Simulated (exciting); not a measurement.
# NbTe: single point with PBE

The system is NbTe.

```
Nb Te
1.0
     3.42570    0.00000    0.00000
     0.00000    3.42570    0.00000
     0.00000    0.00000    3.42570
Nb Te
1 1
Direct
  0.50000 0.50000 0.50000
  0.00000 0.00000 0.00000
```

The cell was built by a generator and needn't be a form met in nature.

* Program: exciting (release sodium)
* Task: single point
* Functional: PBE
* Potentials or basis: all-electron LAPW+lo, shipped species files, valence relativity iora*
* rgkmax: 9
* k mesh: 8 × 8 × 8
* Occupations: fermi-dirac, width 0.05 eV
* Spin: no spin polarisation
* gmaxvr (cutoff of density and potential): 14 1/bohr
* lmaxapw (and lmaxmat): 10
* lmaxvr: 8
* nempty: 14
* Valence relativity: iora*
* epsengy: 1e-05 Ha
* epspot: 1e-05 Ha
* maxscl: 60
* Muffin-tin radii: Nb 2.3, Te 2.3 bohr

```json
{
 "Band gap on the k mesh": "none (metal or under the smearing width)",
 "All electrons inside the program's atomic spheres": "Nb 38.36; Te 49.08 (radii Nb 2.3, Te 2.3 bohr)"
}
```

Levels at points of the mesh, in eV from the Fermi level:
| k point | band 13 | band 14 | band 15 | band 16 | band 17 | band 18 |
| --- | --- | --- | --- | --- | --- | --- |
| (0.00, 0.00, 0.00) | -1.24 | -1.24 | -1.24 | 1.03 | 1.03 | 1.03 |
| (0.50, 0.00, 0.00) | -2.83 | -1.93 | 1.18 | 2.24 | 4.57 | 4.75 |
| (0.50, 0.50, 0.00) | -2.63 | -0.38 | -0.38 | 0.57 | 1.18 | 2.47 |
| (0.50, 0.50, 0.50) | -6.45 | 2.06 | 2.06 | 2.06 | 2.58 | 2.58 |

Run time: 110 s on 1 thread of Intel(R) Xeon(R) Platinum 8175M CPU @ 2.50GHz (Skylake/Cascade Lake), with other jobs on the host, peak memory 0.14 GiB.

Caveat: the log's total energy holds no entropy term; the free energy is that total less TS from the occupations. Spin-orbit coupling is left out, which matters for the levels of Te.
